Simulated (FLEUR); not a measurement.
# BiBrO under changes of volume

One of the cells (20.644 Å³/atom); the others are scaled copies at fixed shape and fractional positions:

```xyz
6
Lattice="3.9160 0.0000 0.0000 0.0000 3.9160 0.0000 0.0000 0.0000 8.0770" Properties=species:S:1:pos:R:3 pbc="T T T"
Bi    1.9580    0.0000    6.8331
Bi    0.0000    1.9580    1.2439
Br    1.9580    0.0000    2.8027
Br    0.0000    1.9580    5.2743
O     1.9580    1.9580    0.0000
O     0.0000    0.0000    0.0000
```

| Item | Value |
| --- | --- |
| Program | FLEUR MaX-R8.1 (later development tree) |
| Functional | PBEsol |
| Potentials or basis | all-electron |
| Basis | FLAPW |
| Kmax | 4.65 1/bohr |
| k mesh | 7 × 7 × 4 |
| Occupations | fermi-dirac, width 0.05 eV |
| Spin | no spin polarisation |

```tsv
volume (Å³/atom)	energy over the lowest point (meV/atom)	gap on the mesh (eV)
19.405	23.29	2.09
19.818	9.91	2.09
20.231	?	?
20.644	0.00	2.09
21.056	2.27	2.08
21.469	8.68	2.07
21.882	18.74	2.05
```

Problem. What does the run at 20.231 Å³/atom give?

Solution. Energy over the lowest point 2.44 meV/atom; gap on the mesh 2.09 eV.

Worked out: A Birch-Murnaghan fit of order 3 (a polynomial in V^(-2/3)) to the other rows has its minimum at 20.64 Å³/atom with B0 = V·E''(V) = 90 GPa and B' = 4.8 at fixed shape and positions, which overstates the stiffness. It gives 2.36 meV/atom at 20.231 Å³/atom, against the run's 2.44. A parabola through the other rows of the gap, of slope -0.104 eV per unit of ln V there, gives 2.09 eV, against the run's 2.09.

Energies are extrapolated to zero smearing.

Caveats: spin-orbit coupling is left out, which as a rule narrows the gap of such compounds by several tenths of an eV; an odd mesh through Γ misses points on the zone boundary, where band edges often lie.
